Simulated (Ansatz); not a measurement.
What does this script print? It uses Ansatz 0.2.0, Python API.

`orders_znni.py`:
```python
# -*- coding: utf-8 -*-
"""Ferro, antiferro and non-magnetic states of ZnNi."""

import ansatz as az
import numpy as np

XC = "pbesol"
KMESH = (5, 9, 9)
FILLING = "fermi_dirac"
SMEARING_WIDTH = 0.05


def count_gap(report):
    # lowest empty less highest filled band, counting bands; zero where they overlap
    return max(report.get("gap_by_band_count_ev") or 0.0, 0.0)

CELL = [
    [5.8166, 0.0, 0.0],
    [0.0, 2.9083, 0.0],
    [0.0, 0.0, 2.9083],
]
ATOMS = [
    ("Zn", [0.25, 0.5, 0.5]),
    ("Ni", [0.0, 0.0, 0.0]),
    ("Zn", [0.75, 0.5, 0.5]),
    ("Ni", [0.5, 0.0, 0.0]),
]


def ordered(moments):
    crystal = az.Crystal(lattice=az.Lattice.of(CELL))
    for (symbol, position), moment in zip(ATOMS, moments):
        crystal = crystal.atom(symbol, position, moment=moment or None)
    return crystal


def main():
    # starting moments in muB, one an atom
    orders = {
        "FM": [0, 1.5, 0, 1.5],
        "AFM": [0, 1.5, 0, -1.5],
    }

    rows = []
    for label, moments in orders.items():
        calculation = (
            ordered(moments).calculation()
            .functional(XC)
            .pseudopotentials("paw")
            .kpoints(*KMESH)
            .occupations(FILLING, width=SMEARING_WIDTH)
            .spin("collinear")
            .band_table()
        )
        summary = calculation.run().report
        rows.append((label, summary["free_energy_ev"], summary["magnetization_mub"], summary["absolute_magnetization_mub"], max(abs(m) for m in summary["site_moments_mub"]), count_gap(summary)))
        print(label, "site moments:", [round(m, 2) for m in summary["site_moments_mub"]])

    lowest = min(row[1] for row in rows)
    rows = [(row[0], 1000 * (row[1] - lowest) / 2, *row[2:]) for row in sorted(rows, key=lambda row: row[1])]
    for row in rows:
        print("; ".join(f"{name} = {round(v, 4) if isinstance(v, float) else v}" for name, v in zip(["order", "meV/magnetic atom", "net muB", "absolute muB", "largest site muB", "gap by band count eV"], row)))
    print("lowest of these starts:", rows[0][0])


if __name__ == "__main__":
    main()
```

Running `python orders_znni.py` prints:
```text
DeckWarning: basis.ecutwfc = 420 eV, auto-derived from the records' recommended cutoffs: set by Zn (normal level)
RunWarning: the starting moments were not kept: the SCF closed with an absolute magnetisation of 1.1e-7 μB, where they sum to 3 μB in size (2 sites). That is at most 0.1 of that sum. Measured as [...]
FM site moments: [0.0, -0.0, 0.0, -0.0]
AFM site moments: [-0.0, -0.0, 0.0, 0.0]
order = FM; meV/magnetic atom = 0.0; net muB = -0.0; absolute muB = 0.0; largest site muB = 0.0; gap by band count eV = 0.0
order = AFM; meV/magnetic atom = 0.0; net muB = 0.0; absolute muB = 0.0; largest site muB = 0.0; gap by band count eV = 0.0
lowest of these starts: FM
```
(Warnings from the package without file and line, shortened, repeats left out.)

Reading the output:
- The SCF didn't keep the moments it started from (some shrank, vanished or turned); what is printed is the state reached.
- The mesh is modest for a metal, so energies can be off by several to tens of meV an atom and pressures by half a GPa or more; differences at equal mesh fare better.
- A gap by band count of zero or less means overlapping bands, a metal.
- The starting cell is as deposited in a crystallographic database; the results hold for this polymorph, which needn't be the stable one.
- Gaps and levels are Kohn-Sham values on a finite set of k-points.
- Each row is the state reached from that start at the given structure, not necessarily the lowest of its order; other orders weren't tried.
- Hardware and time: 32 s on 1 thread of Arm Neoverse V2 (shared host), peak memory 0.55 GiB.
